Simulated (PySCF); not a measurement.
# BTe: changing the method

What do other methods print for BTe?

Computed with PySCF 2.14.0. Level: method and basis as typed in the scripts.

2 further runs of the same task are left out: 1 for a known fault of the program, 1 that didn't finish.

## 1. Where the work starts

BTe: 2 atoms, charge 0, spin multiplicity 2.

Bond lengths: B1–Te2 2.135 Å.

## 2. The run that the others are compared with

input.py

```python
from pyscf import gto, dft

mol = gto.M(
    atom='B 0 0 0; Te 0 0 2.135',
    basis='x2c-svpall',
    charge=0,
    spin=1,
    verbose=4,
)
mf = dft.UKS(mol, xc='revpbe')
mf = mf.sfx2c1e()
mf.kernel()
mf.stability(internal=True, external=True)
mf.dip_moment()
print('orbital energies (hartree):', [e[max(0, n-3):n+3].round(4) for e, n in zip(mf.mo_energy, mol.nelec)])
```

Launch:

```
$ OMP_NUM_THREADS=1 python input.py
```

The program printed:

```text
PySCF version 2.14.0

[INPUT] verbose = 4
[INPUT] num. atoms = 2
[INPUT] num. electrons = 57
[INPUT] charge = 0
[INPUT] spin (= nelec alpha-beta = 2S) = 1
[INPUT] symmetry False subgroup None
[INPUT] Mole.unit = angstrom
[INPUT] Symbol           X                Y                Z      unit          X                Y                Z       unit  Magmom
[INPUT]  1 B      0.000000000000   0.000000000000   0.000000000000 AA    0.000000000000   0.000000000000   0.000000000000 Bohr   0.0
[INPUT]  2 Te     0.000000000000   0.000000000000   2.135000000000 AA    0.000000000000   0.000000000000   4.034565275946 Bohr   0.0

nuclear repulsion = 64.4431263883841
number of shells = 6
number of NR pGTOs = 129
number of NR cGTOs = 50
basis = x2c-svpall
ecp = {}

******** <class 'pyscf.x2c.sfx2c1e.sfX2C1eUKS'> ********
method = sfX2C1eUKS
initial guess = minao
damping factor = 0
level_shift factor = 0
DIIS = <class 'pyscf.scf.diis.CDIIS'>
diis_start_cycle = 1
diis_space = 8
diis_damp = 0
SCF conv_tol = 1e-09
SCF conv_tol_grad = None
SCF max_cycles = 50
direct_scf = True
direct_scf_tol = 1e-13
number electrons alpha = 29  beta = 28
XC library pyscf.dft.libxc version 7.0.0
    S. Lehtola, C. Steigemann, M. J.T. Oliveira, and M. A.L. Marques.,  SoftwareX 7, 1–5 (2018)
XC functionals = revpbe
    Y. Zhang and W. Yang.,  Phys. Rev. Lett. 80, 890 (1998)
    J. P. Perdew, K. Burke, and M. Ernzerhof.,  Phys. Rev. Lett. 77, 3865 (1996)
    J. P. Perdew, K. Burke, and M. Ernzerhof.,  Phys. Rev. Lett. 78, 1396 (1997)
radial grids:
    Treutler-Ahlrichs [JCP 102, 346 (1995); DOI:10.1063/1.469408] (M4) radial grids

becke partition: Becke, JCP 88, 2547 (1988); DOI:10.1063/1.454033
pruning grids: <function nwchem_prune>
grids dens level: 3
symmetrized grids: False
atomic radii adjust function: <function treutler_atomic_radii_adjust>
small_rho_cutoff = 0

******** <class 'pyscf.x2c.sfx2c1e.SpinFreeX2CHelper'> ********
approx = 1e
xuncontract = 1
Set gradient conv threshold to 3.16228e-05
tot grids = 36008
init E= -6817.63685304627
[... the frontier-level lines of each cycle are left out ...]

cycle= 1 E= -6817.65295359002  delta_E= -0.0161  |g|= 0.242  |ddm|= 1.39
cycle= 2 E= -6815.85307395515  delta_E=  1.8  |g|=  1.4  |ddm|= 2.03
cycle= 3 E= -6817.70572727857  delta_E= -1.85  |g|= 0.0833  |ddm|=  1.6
cycle= 4 E= -6817.71027673726  delta_E= -0.00455  |g|= 0.0333  |ddm|= 0.133
cycle= 5 E= -6817.71127240375  delta_E= -0.000996  |g|= 0.00782  |ddm|= 0.0431
cycle= 6 E= -6817.71134049755  delta_E= -6.81e-05  |g|= 0.00414  |ddm|= 0.0163
cycle= 7 E= -6817.71136388039  delta_E= -2.34e-05  |g|= 0.000946  |ddm|= 0.00983
cycle= 8 E= -6817.71137032584  delta_E= -6.45e-06  |g|= 0.000254  |ddm|= 0.01
cycle= 9 E= -6817.71137093798  delta_E= -6.12e-07  |g|= 0.000202  |ddm|= 0.00383
cycle= 10 E= -6817.71137098795  delta_E= -5e-08  |g|= 1.13e-05  |ddm|= 0.000709
cycle= 11 E= -6817.71137098803  delta_E= -7.64e-11  |g|= 9.64e-06  |ddm|= 4.65e-05
Extra cycle  E= -6817.7113709859  delta_E= 2.13e-09  |g|= 4.95e-05  |ddm|= 8.24e-05
converged SCF energy = -6817.7113709859  <S^2> = 0.77943903  2S+1 = 2.0292255
uhf_internal: lowest eigs of H = [0.07108932 0.07113764 0.09766968]
<class 'pyscf.x2c.sfx2c1e.sfX2C1eUKS'> wavefunction is stable in the internal stability analysis

WARN: QR decomposition removed 1 vectors.

uhf_real2complex: lowest eigs of H = [0.04883068 0.04883068 0.10797739]
<class 'pyscf.x2c.sfx2c1e.sfX2C1eUKS'> wavefunction is stable in the real -> complex stability analysis
uhf_external: lowest eigs of H = [-0.16153053  0.00051229  0.02618758]
<class 'pyscf.x2c.sfx2c1e.sfX2C1eUKS'> wavefunction has an UHF/UKS -> GHF/GKS instability
Dipole moment(X, Y, Z, Debye): -0.00000,  0.00000,  0.22646
orbital energies (hartree): [array([-0.249 , -0.2257, -0.2257, -0.1178, -0.1178,  0.0203]), array([-0.3493, -0.2221, -0.2221, -0.1733, -0.0913, -0.0913])]
```

Wall time 14 s (1 thread of Arm Neoverse V1, shared host); peak memory 0.26 GiB.

In short: E(SCF) = -6817.711371 Eh, 11 cycles, ⟨S²⟩ = 0.779, μ = 0.23 D, internal stable; real -> complex stable; UHF/UKS -> GHF/GKS unstable.

The bond length is a typed value, not an optimised one.

## 3. Hcth407

Edit 1 changes functional: revpbe → hcth407.

Changes to input.py since step 2:

```diff
@@ -9,3 +9,3 @@
 )
-mf = dft.UKS(mol, xc='revpbe')
+mf = dft.UKS(mol, xc='hcth407')
 mf = mf.sfx2c1e()
```

Launch:

```
$ OMP_NUM_THREADS=1 python input.py
```

The program printed:

```text
[... 37 set-up lines left out, the same as in an earlier log ...]
XC functionals = hcth407
    A. D. Boese and N. C. Handy.,  J. Chem. Phys. 114, 5497 (2001)
[... 15 set-up lines left out, the same as in an earlier log ...]
init E= -6821.41976539683
[... the frontier-level lines of each cycle are left out ...]

cycle= 1 E= -6821.41768010561  delta_E= 0.00209  |g|= 0.298  |ddm|= 1.51

cycle= 2 E= -6819.60457006489  delta_E= 1.81  |g|= 1.28  |ddm|= 2.33
cycle= 3 E= -6821.4987070611  delta_E= -1.89  |g|= 0.0694  |ddm|= 1.93
cycle= 4 E= -6821.50178198978  delta_E= -0.00307  |g|= 0.0261  |ddm|= 0.201
cycle= 5 E= -6821.50236868563  delta_E= -0.000587  |g|= 0.00885  |ddm|= 0.0588
cycle= 6 E= -6821.50247695509  delta_E= -0.000108  |g|= 0.00306  |ddm|= 0.0216
cycle= 7 E= -6821.50251092357  delta_E= -3.4e-05  |g|= 0.00161  |ddm|= 0.0145
cycle= 8 E= -6821.5025338514  delta_E= -2.29e-05  |g|= 0.000627  |ddm|= 0.0216
cycle= 9 E= -6821.50253505172  delta_E= -1.2e-06  |g|= 0.000119  |ddm|= 0.0046
cycle= 10 E= -6821.50253507695  delta_E= -2.52e-08  |g|= 8.85e-05  |ddm|= 0.000824
cycle= 11 E= -6821.50253508542  delta_E= -8.47e-09  |g|= 1.78e-05  |ddm|= 0.000198
cycle= 12 E= -6821.50253508587  delta_E= -4.53e-10  |g|= 2.79e-06  |ddm|= 5.49e-05
Extra cycle  E= -6821.50253508586  delta_E= 1.36e-11  |g|= 5.62e-06  |ddm|= 1.45e-05
converged SCF energy = -6821.50253508586  <S^2> = 0.80562614  2S+1 = 2.0548734
uhf_internal: lowest eigs of H = [0.07272297 0.07272433 0.09849936]
<class 'pyscf.x2c.sfx2c1e.sfX2C1eUKS'> wavefunction is stable in the internal stability analysis

WARN: QR decomposition removed 1 vectors.

uhf_real2complex: lowest eigs of H = [0.03910039 0.03910089 0.1056354 ]
<class 'pyscf.x2c.sfx2c1e.sfX2C1eUKS'> wavefunction is stable in the real -> complex stability analysis
uhf_external: lowest eigs of H = [0.01329062 0.01387678 0.01999893]
<class 'pyscf.x2c.sfx2c1e.sfX2C1eUKS'> wavefunction is stable in the UHF/UKS -> GHF/GKS stability analysis
Dipole moment(X, Y, Z, Debye): -0.00000,  0.00000,  0.27600
orbital energies (hartree): [array([-0.254 , -0.2292, -0.2292, -0.1236, -0.1236,  0.0175]), array([-0.3499, -0.2251, -0.2251, -0.186 , -0.0924, -0.0924])]
```

Run time: 15 s. Hardware: 1 thread of Arm Neoverse V1, shared host.

Result: E(SCF) = -6821.502535 Eh, 12 cycles, ⟨S²⟩ = 0.806, μ = 0.28 D, internal stable; real -> complex stable; UHF/UKS -> GHF/GKS stable.

## 4. Hf,lyp

Edit 2 changes functional: revpbe → hf,lyp.

Changes to input.py since step 2:

```diff
@@ -9,3 +9,3 @@
 )
-mf = dft.UKS(mol, xc='revpbe')
+mf = dft.UKS(mol, xc='hf,lyp')
 mf = mf.sfx2c1e()
```

Launch:

```
$ OMP_NUM_THREADS=1 python input.py
```

The program printed:

```text
[... 37 set-up lines left out, the same as in an earlier log ...]
XC functionals = hf,lyp
    C. Lee, W. Yang, and R. G. Parr.,  Phys. Rev. B 37, 785 (1988)
    B. Miehlich, A. Savin, H. Stoll, and H. Preuss.,  Chem. Phys. Lett. 157, 200 (1989)
[... 15 set-up lines left out, the same as in an earlier log ...]
init E= -6817.45339338348
[... the frontier-level lines of each cycle are left out ...]

cycle= 1 E= -6817.53366973327  delta_E= -0.0803  |g|= 0.28  |ddm|=  1.2
cycle= 2 E= -6817.54761919905  delta_E= -0.0139  |g|= 0.317  |ddm|= 0.992
cycle= 3 E= -6817.63197121324  delta_E= -0.0844  |g|= 0.0395  |ddm|= 0.468
cycle= 4 E= -6817.636071489  delta_E= -0.0041  |g|= 0.0173  |ddm|= 0.161
cycle= 5 E= -6817.63704212358  delta_E= -0.000971  |g|= 0.00782  |ddm|= 0.0749
cycle= 6 E= -6817.63730677226  delta_E= -0.000265  |g|= 0.00385  |ddm|= 0.0422
cycle= 7 E= -6817.63738778218  delta_E= -8.1e-05  |g|= 0.00216  |ddm|= 0.024
cycle= 8 E= -6817.63741927178  delta_E= -3.15e-05  |g|= 0.00151  |ddm|= 0.0138
cycle= 9 E= -6817.63744202073  delta_E= -2.27e-05  |g|= 0.00112  |ddm|= 0.0124
cycle= 10 E= -6817.63746455742  delta_E= -2.25e-05  |g|= 0.000636  |ddm|= 0.0178
cycle= 11 E= -6817.63747296581  delta_E= -8.41e-06  |g|= 0.00017  |ddm|= 0.016
cycle= 12 E= -6817.63747320458  delta_E= -2.39e-07  |g|= 7.52e-05  |ddm|= 0.00295
cycle= 13 E= -6817.63747321383  delta_E= -9.25e-09  |g|= 2.46e-05  |ddm|= 0.000258
cycle= 14 E= -6817.63747321565  delta_E= -1.82e-09  |g|= 9.48e-06  |ddm|= 0.000116
cycle= 15 E= -6817.63747321598  delta_E= -3.3e-10  |g|= 2.91e-06  |ddm|= 5.17e-05
Extra cycle  E= -6817.63747321599  delta_E= -1.18e-11  |g|= 1.61e-06  |ddm|= 7.51e-06
converged SCF energy = -6817.63747321599  <S^2> = 0.77622841  2S+1 = 2.0260586
uhf_internal: lowest eigs of H = [0.07016358 0.08070642 0.08072766]
<class 'pyscf.x2c.sfx2c1e.sfX2C1eUKS'> wavefunction is stable in the internal stability analysis
uhf_real2complex: lowest eigs of H = [0.04856669 0.04857031 0.06106725]
<class 'pyscf.x2c.sfx2c1e.sfX2C1eUKS'> wavefunction is stable in the real -> complex stability analysis
uhf_external: lowest eigs of H = [0.00898253 0.01090504 0.01124756]
<class 'pyscf.x2c.sfx2c1e.sfX2C1eUKS'> wavefunction is stable in the UHF/UKS -> GHF/GKS stability analysis
Dipole moment(X, Y, Z, Debye): -0.00000,  0.00000, -1.14197
orbital energies (hartree): [array([-0.4363, -0.3526, -0.3526,  0.0023,  0.0023,  0.1593]), array([-0.5183, -0.355 , -0.355 , -0.0641,  0.0233,  0.0233])]
```

It took 18 s on 1 thread of Arm Neoverse V1, shared host.

This run: E(SCF) = -6817.637473 Eh, 15 cycles, ⟨S²⟩ = 0.776, μ = 1.14 D (reversed against the base), internal stable; real -> complex stable; UHF/UKS -> GHF/GKS stable.

## 5. 0.5*hf+0.5*b88,lyp

Edit 3 changes functional: revpbe → 0.5*hf+0.5*b88,lyp.

Changes to input.py since step 2:

```diff
@@ -9,3 +9,3 @@
 )
-mf = dft.UKS(mol, xc='revpbe')
+mf = dft.UKS(mol, xc='0.5*hf+0.5*b88,lyp')
 mf = mf.sfx2c1e()
```

Launch:

```
$ OMP_NUM_THREADS=1 python input.py
```

The program printed:

```text
[... 37 set-up lines left out, the same as in an earlier log ...]
XC functionals = 0.5*hf+0.5*b88,lyp
    A. D. Becke.,  Phys. Rev. A 38, 3098 (1988)
[... 17 set-up lines left out, the same as in an earlier log ...]
init E= -6817.73805167628
[... the frontier-level lines of each cycle are left out ...]

cycle= 1 E= -6817.77239015121  delta_E= -0.0343  |g|= 0.271  |ddm|= 1.26
cycle= 2 E= -6817.30709094452  delta_E= 0.465  |g|= 0.839  |ddm|= 1.46
cycle= 3 E= -6817.85606738485  delta_E= -0.549  |g|= 0.0559  |ddm|= 0.944
cycle= 4 E= -6817.85978349335  delta_E= -0.00372  |g|= 0.012  |ddm|= 0.122
cycle= 5 E= -6817.86026060076  delta_E= -0.000477  |g|= 0.006  |ddm|= 0.0512
cycle= 6 E= -6817.86040013588  delta_E= -0.00014  |g|= 0.00241  |ddm|= 0.0321
cycle= 7 E= -6817.8604401795  delta_E= -4e-05  |g|= 0.00196  |ddm|= 0.0157
cycle= 8 E= -6817.86046093814  delta_E= -2.08e-05  |g|= 0.00125  |ddm|= 0.0103
cycle= 9 E= -6817.86048486917  delta_E= -2.39e-05  |g|= 0.000506  |ddm|= 0.0203
cycle= 10 E= -6817.86048897126  delta_E= -4.1e-06  |g|= 8.79e-05  |ddm|= 0.0109
cycle= 11 E= -6817.86048902762  delta_E= -5.64e-08  |g|= 2.13e-05  |ddm|= 0.00116
cycle= 12 E= -6817.86048902827  delta_E= -6.53e-10  |g|= 1.38e-06  |ddm|= 9.32e-05
Extra cycle  E= -6817.86048902827  delta_E= -9.09e-13  |g|= 1.23e-06  |ddm|= 5.98e-06
converged SCF energy = -6817.86048902827  <S^2> = 0.77424465  2S+1 = 2.0240995
uhf_internal: lowest eigs of H = [0.07393091 0.07394263 0.08220911]
<class 'pyscf.x2c.sfx2c1e.sfX2C1eUKS'> wavefunction is stable in the internal stability analysis
uhf_real2complex: lowest eigs of H = [0.04266969 0.04267039 0.07593073]
<class 'pyscf.x2c.sfx2c1e.sfX2C1eUKS'> wavefunction is stable in the real -> complex stability analysis
uhf_external: lowest eigs of H = [-0.05790137  0.0112679   0.01589766]
<class 'pyscf.x2c.sfx2c1e.sfX2C1eUKS'> wavefunction has an UHF/UKS -> GHF/GKS instability
Dipole moment(X, Y, Z, Debye): -0.00000,  0.00000, -0.40406
orbital energies (hartree): [array([-0.3376, -0.2846, -0.2846, -0.0547, -0.0547,  0.0915]), array([-0.4303, -0.2843, -0.2843, -0.1199, -0.0321, -0.0321])]
```

Wall time 22 s (1 thread of Arm Neoverse V1, shared host).

This run: E(SCF) = -6817.860489 Eh, 12 cycles, ⟨S²⟩ = 0.774, μ = 0.40 D (reversed against the base), internal stable; real -> complex stable; UHF/UKS -> GHF/GKS unstable.

## 6. Comparison

```tsv
run	E(SCF) (hartree)	from base (eV)	cycles	gap, α spin (eV)	SCF dipole (D)	after the SCF
base	-6817.711371	0	11	2.94	0.23	unstable: UHF/UKS -> GHF/GKS
hcth407	-6821.502535	not comparable	12	2.87	0.28	stable
hf,lyp	-6817.637473	not comparable	15	9.66	1.14	stable
0.5*hf+0.5*b88,lyp	-6817.860489	not comparable	12	6.26	0.40	unstable: UHF/UKS -> GHF/GKS
```

Wall time on 1 thread of Arm Neoverse V1, shared host, start-up included: base 14 s; hcth407 15 s; hf,lyp 18 s; 0.5*hf+0.5*b88,lyp 22 s.

**Reading.** A lower total energy from another functional means nothing by itself.
